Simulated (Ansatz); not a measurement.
**Be₂H₂ (singlet): from Hartree-Fock to the top rungs at distance Be1–H3 = 1.676 Å, cc-pVDZ**

How much of the correlation energy of Be₂H₂ (singlet) does each wave-function method recover here?

The runs use Ansatz 0.2.0, Gaussian basis; cc-pVDZ, core rule «outside noble gas», up to 2 orbitals frozen.

Plan: UHF; CCSD(T) on RHF; BCCD(T) on RHF; CISD; CCSDT(Q) on RHF; CASSCF and MRCISD+Q, 2 electrons in 2 orbitals; CASSCF and NEVPT2, 2 electrons in 2 orbitals; Full CI.

45 further runs of the same task are left out: 25 for a known fault of the program, 13 that didn't finish, 7 set aside as unsound or not needed.

## 1. The system

The geometry derives from a PBE0/def2-TZVP stationary point (not a proven minimum). One bond is set to the value named and the two fragments are kept rigid.

4 atoms, charge 0, spin multiplicity 1.

Atoms are counted from 1 here; the program's logs count them from 0.

Bond lengths: Be2–H4 1.348 Å.

## 2. UHF

in.yaml

```yaml
crystal:
  periodic: [false, false, false]
  atoms:
    - {symbol: Be, position_ang: [0.000000, 0.000000, 0.970610]}
    - {symbol: Be, position_ang: [0.000000, 0.000000, -1.134850]}
    - {symbol: H, position_ang: [0.000000, 0.000000, 2.646610]}
    - {symbol: H, position_ang: [0.000000, 0.000000, -2.482368]}
basis:
  gaussian: {orbitals: cc-pVDZ}
magnetization: {spin_polarized: true, initial_magnetization: 0}
hamiltonian: {xc: hf}
output: {orbitals: {seedname: orbitals}}
```

Run with:

```bash
$ ansatz run in.yaml --threads 1 --pin off --events-out ev --progress --plain --max-ram 2393MiB
```

After this run come: CCSD(T) on RHF; BCCD(T) on RHF; CISD; CCSDT(Q) on RHF; CASSCF and MRCISD+Q, 2 electrons in 2 orbitals; CASSCF and NEVPT2, 2 electrons in 2 orbitals; Full CI.

Before running them: what should the planned runs give, taken together? Wanted: FCI below the RHF energy; RMP2 from FCI; RCCSD from FCI; RCCSD(T) from FCI; RCCSDT(Q) from FCI; NEVPT2 pair from FCI; MRCISD+Q pair from FCI; T1 diagnostic; effectively unpaired electrons.

**Answer**, as computed:

| quantity | value |
| --- | --- |
| FCI below the RHF energy | -2.9806 eV |
| RMP2 from FCI | +842.7 meV |
| RCCSD from FCI | +57.6 meV |
| RCCSD(T) from FCI | +16.4 meV |
| RCCSDT(Q) from FCI | +0.5 meV |
| NEVPT2 pair from FCI | +780.3 meV |
| MRCISD+Q pair from FCI | -32.1 meV |
| levels within 1 kcal/mol (43 meV) | RCCSD(T), BCCD(T), RCCSDT, RCCSDT(Q), MRCISD+Q pair |
| T1 diagnostic | 0.010 |
| effectively unpaired electrons | 0.07 |

RCCSD(T) misses by +16.4 meV, 0.6 % of the correlation energy. MRCISD+Q pair falls below full CI: the +Q correction isn't variational, and the cores differ from full CI's. One determinant dominates. Of the multireference levels listed MRCISD+Q pair comes nearest in total energy (-32.1 meV), which doesn't show that its space is the better one. These misses are within one basis, not against nature.
